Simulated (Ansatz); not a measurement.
# CH3FZn + H2: a complex and its separated parts

Aim: how far the complex at one end of a reaction step lies below its separated, relaxed parts, level by level.

Computed with Ansatz 0.2.0, Gaussian basis. Level: PBE0-D4/def2-TZVP structures, single points in def2-TZVPP, no counterpoise correction.

Levels: SPW92, PBE-D4, BLYP-D4, r2SCAN-D4, B97M-V, PBE0-D4, B3LYP-D4, r2SCAN0-D4, BHLYP-D4, CAM-B3LYP-D4, wB97X-V, wB97M-V, B2PLYP, PBE-QIDH, RPA on PBE, Hartree-Fock, MP2, CCSD, CCSD(T).

Correlated methods freeze the cores. The 3s and 3p shells of Cu and Zn are frozen; filled d shells are correlated. B3LYP uses VWN-RPA correlation. B2PLYP carries no dispersion term here.

94 further runs of the same task are left out: 94 set aside as unsound or not needed.

## Step 1: Starting geometry

The complex: 8 atoms, charge 0, spin multiplicity 1.

Atoms are counted from 1 here; the program's logs count them from 0.

Bond lengths: Zn1–F2 1.758 Å, Zn1–C3 1.913 Å, C3–H6 1.091 Å, C3–H7 1.091 Å, C3–H8 1.091 Å, H4–H5 0.749 Å. Angles: F2–Zn1–C3 179.4°, Zn1–C3–H6 110.6°, Zn1–C3–H7 110.2°, Zn1–C3–H8 110.2°, H6–C3–H7 108.6°, H6–C3–H8 108.6°, H7–C3–H8 108.6°.

Geometry (Å):

```mol
CH5FZn
  3D, bonds by distance, orders not assigned

  8  6  0  0  0  0  0  0  0  0999 V2000
   -0.9200    0.1152   -0.1737 Zn  0  0
   -1.8782    0.1077   -1.6479 F   0  0
    0.1055    0.1269    1.4417 C   0  0
    0.5279   -0.3291   -2.5702 H   0  0
    1.2339   -0.4073   -2.3330 H   0  0
   -0.5389    0.3070    2.3036 H   0  0
    0.8623    0.9124    1.4026 H   0  0
    0.6076   -0.8327    1.5770 H   0  0
  1  2  8  0
  1  3  8  0
  3  6  8  0
  3  7  8  0
  3  8  8  0
  4  5  8  0
M  END
```

Its parts: CH3FZn holds atoms 1, 2, 3, 6, 7, 8; H2 holds atoms 4, 5. Each part counts its atoms afresh in its own runs.

## Step 2: Relaxing CH3FZn alone

relax-a/in.yaml reads:

```yaml
crystal:
  periodic: [false, false, false]
  atoms:
    - {symbol: Zn, position_ang: [-0.920028, 0.115165, -0.173717]}
    - {symbol: F, position_ang: [-1.878245, 0.107698, -1.647853]}
    - {symbol: C, position_ang: [0.105542, 0.126870, 1.441673]}
    - {symbol: H, position_ang: [-0.538924, 0.307040, 2.303602]}
    - {symbol: H, position_ang: [0.862288, 0.912363, 1.402596]}
    - {symbol: H, position_ang: [0.607608, -0.832722, 1.576954]}
basis:
  gaussian: {orbitals: def2-TZVP}
hamiltonian: {xc: pbe0, dispersion: d4}
relax: {f_tol: 0.005, max_steps: 200}
```

Run with:

```sh
$ ansatz run in.yaml --threads 4 --pin off --events-out ev --progress --plain --max-ram 9574MiB
```

Further steps of the session: Relaxing H2 alone; SPW92/def2-TZVPP; PBE-D4/def2-TZVPP; BLYP-D4/def2-TZVPP; r2SCAN-D4/def2-TZVPP; B97M-V/def2-TZVPP; PBE0-D4/def2-TZVPP; B3LYP-D4/def2-TZVPP; r2SCAN0-D4/def2-TZVPP; BHLYP-D4/def2-TZVPP; CAM-B3LYP-D4/def2-TZVPP; wB97X-V/def2-TZVPP; wB97M-V/def2-TZVPP; B2PLYP/def2-TZVPP; PBE-QIDH/def2-TZVPP; RPA on PBE/def2-TZVPP; CCSD(T)/def2-TZVPP; Vibrations of CH3FZn; Vibrations of H2.

Q: Predict the outcome of this session. Wanted: complex less parts, CCSD(T)/def2-TZVPP; with zero-point energy; largest T1 diagnostic.

As calculated:

```
                              quantity        value
complex less parts, CCSD(T)/def2-TZVPP  -3.6 kJ/mol
                with zero-point energy  +1.4 kJ/mol
                 largest T1 diagnostic        0.016
```

**Reading.** At CCSD(T) the complex lies 3.6 kJ/mol below its parts. Among the functionals PBE-QIDH lands nearest to CCSD(T) (-0.1 kJ/mol) and SPW92 farthest (-6.4 kJ/mol). Mean unsigned error by rung: LDA 6.4, GGA 1.1, meta-GGA 1.3, hybrid 1.4, range-separated hybrid 1.3, double hybrid 0.7 kJ/mol. PBE-D4 gives a relative energy 1.8 kJ/mol too low, an error of 50 % of the reference. No counterpoise was applied, and triple zeta lacks some correlation, so the CCSD(T) reference has a basis error of its own, and close matches with it are partly luck.
